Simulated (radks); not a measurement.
# Mn³⁺ in [Ar] 3d3.75 4p0.25: an all-electron calculation

The task here is to estimate one member of a computed series from the others.

Method: non-relativistic Kohn-Sham, PBE, spin-unpolarised, spherical densities, point nucleus. Code: radks (a radial shooting solver on a logarithmic mesh, Libxc functionals) version 1.

## The atom as given

- element: manganese (Z = 25)
- charge: +3
- electrons: 22
- configuration: [Ar] 3d3.75 4p0.25

The first run:

The run's settings:

```text
Z 25
configuration [Ar] 3d3.75 4p0.25 4s0 4d0
relativity non-relativistic
functional pbe,pbe
spin unpolarised
nucleus point
```

One table of the session follows, with a row left open; its other results are not shown here.

It belongs to the step «Orbitals and density». Radial moments (bohr):

| level | <r> | outermost maximum (interpolated) | 90 % within | nodes |
| --- | --- | --- | --- | --- |
| 1s | ? | ? | ? | ? |
| 2s | 0.2824 | 0.235 | 0.437 | 1 |
| 2p | 0.2483 | 0.190 | 0.407 | 0 |
| 3s | 0.8495 | 0.740 | 1.27 | 2 |
| 3p | 0.8880 | 0.750 | 1.36 | 1 |
| 3d | 1.024 | 0.734 | 1.71 | 0 |
| 4s | 2.342 | 2.10 | 3.40 | 3 |
| 4p | 2.661 | 2.37 | 3.88 | 2 |
| 4d | 3.553 | 3.22 | 5.23 | 1 |

Q: Estimate the row for 1s from the others.

The run gave: <r>: 0.06157; outermost maximum (interpolated): 0.0405; 90 % within: 0.110; nodes: 0. In the column «<r>» it is the lowest.
